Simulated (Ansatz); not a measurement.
# C3HF5: the cost of one run

The runs use Ansatz 0.2.0, Gaussian basis; the settings change from run to run.

### Step 1. The molecule

The geometry comes from an earlier relaxation with PBE0-D4 in a triple-zeta def2 set; it is a stationary point, not always the lowest conformer.

SMILES `FC(F)=C(F)C(F)F`, 9 atoms, charge 0, spin multiplicity 1.

Atoms are counted from 1 here; the program's logs count them from 0.

Bond lengths: F1–C2 1.310 Å, C2–F3 1.302 Å, C2–C4 1.325 Å, C4–F5 1.330 Å, C4–C6 1.485 Å, C6–F7 1.355 Å, C6–F8 1.355 Å, C6–H9 1.093 Å. Angles: F1–C2–F3 112.0°, F1–C2–C4 123.7°, F3–C2–C4 124.3°, C2–C4–F5 119.7°, C2–C4–C6 123.9°, F5–C4–C6 116.3°, C4–C6–F7 110.2°, C4–C6–F8 110.2°, C4–C6–H9 111.7°, F7–C6–F8 106.9°, F7–C6–H9 108.9°, F8–C6–H9 108.9°.

### Step 2. B2PLYP/def2-mTZVP

Options: coordinates scaled by 0.92, a grid of angular degree 47.

File in.yaml:

```yaml
crystal:
  periodic: [false, false, false]
  atoms:
    - {symbol: F, position_ang: [-0.646922, -1.751485, -0.418775]}
    - {symbol: C, position_ang: [-0.578325, -0.656207, -0.916710]}
    - {symbol: F, position_ang: [-1.065034, -0.629345, -2.011122]}
    - {symbol: C, position_ang: [-0.071982, 0.306419, -0.365922]}
    - {symbol: F, position_ang: [-0.041480, 1.386516, -0.939235]}
    - {symbol: C, position_ang: [0.480963, 0.267232, 0.882589]}
    - {symbol: F, position_ang: [1.679895, 0.604933, 0.832458]}
    - {symbol: F, position_ang: [-0.093791, 1.080043, 1.632913]}
    - {symbol: H, position_ang: [0.418095, -0.650610, 1.288072]}
basis:
  gaussian: {orbitals: def2-mTZVP, final_grid: {core_spheres: 20, valence_spheres: 16, degree: 47}}
hamiltonian: {xc: {name: B2PLYP}}
output: {forces: true}
```

Run with:

```
$ ansatz run in.yaml --threads 4 --pin off --events-out ev --progress --plain --max-ram 11315MiB
```

What time and memory should one allow on 4 threads of AMD EPYC 9R45, shared host?

About 3.5 s, with a peak of 0.58 GiB.
